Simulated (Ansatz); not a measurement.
# SrAg3 (AuCu3 type): other levels of theory at one geometry

One table from this session's results is given with a row withheld; the runs are named, their logs left out.

Program: Ansatz 0.2.0. Level of theory: DFT at several levels, plane waves, PAW. These are calculated values, not measurements.

## The system as given

The structure is cubic, space group Pm-3m (No. 221). Conventional cell: a = 4.571 Å, b = 4.571 Å, c = 4.571 Å, α = 90.00°, β = 90.00°, γ = 90.00°. Sr (site symmetry m-3m) is surrounded by 12 Ag at 3.23 Å. Around Ag (site symmetry 4/mmm) lie 4 Sr at 3.23 Å and 8 Ag at 3.23 Å.

Structure file:

```xyz
4
Lattice="4.5709 0.0000 0.0000 0.0000 4.5709 0.0000 0.0000 0.0000 4.5709" Properties=species:S:1:pos:R:3 pbc="T T T"
Sr    0.0000    0.0000    0.0000
Ag    0.0000    2.2854    2.2854
Ag    2.2854    2.2854    0.0000
Ag    2.2854    0.0000    2.2854
```

This cell comes from an earlier session at PBE: 23.875 Å³/atom at 0.02 GPa, on a 8×8×8 mesh, no gap.

Levels to run: PBE+SOC; r²SCAN; PBEsol; LDA; HSE06. Hardware: 2 threads of Arm Neoverse V2, shared host.

Set-up of the first run:

input.yaml reads:

```yaml
crystal:
  lattice:
    - [4.5708679551, 0.0, 0.0]
    - [0.0, 4.5708679551, 0.0]
    - [0.0, 0.0, 4.5708679551]
  atoms:
    - { symbol: Sr, position: [0.0, 0.0, 0.0] }
    - { symbol: Ag, position: [0.0, 0.5, 0.5] }
    - { symbol: Ag, position: [0.5, 0.5, 0.0] }
    - { symbol: Ag, position: [0.5, 0.0, 0.5] }
basis:
  ecutwfc: 420
  ecutrho_ratio: 4
kpoints:
  mp_grid: { grid: [8, 8, 8] }
hamiltonian:
  xc: pbe
scf:
  occupations: { method: gaussian, width: 0.05 }
output:
  forces: true
  stress: true
  eigenvalues: true
  populations: true
  dos: { projected: true, de: 0.02 }
  write_density: true
  write_potential: true
  elf: true
  volumetric_format: npy
magnetization:
  noncollinear: true
  spin_orbit: true
```

The run is started by

```bash
ansatz run input.yaml --threads 2 --pin off --max-ram 2662MiB --backend cpu --events-out ev --progress --plain --runs-dir out
```

Steps of the session up to this table: PBE+SOC; r²SCAN; PBEsol; LDA; HSE06.

One of the session's tables, all rows but one given; the rest of the session is left out.

| level | pressure (GPa) |
| --- | --- |
| PBE | 0.0 |
| LDA | -6.1 |
| PBEsol | -3.6 |
| PBE+SOC | -0.1 |
| r²SCAN | ? |
| HSE06 | 0.5 |

**Question.** Estimate the row for r²SCAN.

**Answer.** pressure (GPa): -1.4. In the column «pressure (GPa)» it lies between PBEsol (-3.6) and PBE+SOC (-0.1).

The pressure runs from -6.1 GPa (LDA) to 0.5 GPa (HSE06); a negative pressure means that level wants a smaller cell, a positive one a larger cell. Total energies of different levels have different zeros and can't be compared.

Caveats from the session: Warnings in the runs' records: filled band counts differ across k points, stress exchange threshold loose, stress scf threshold loose.
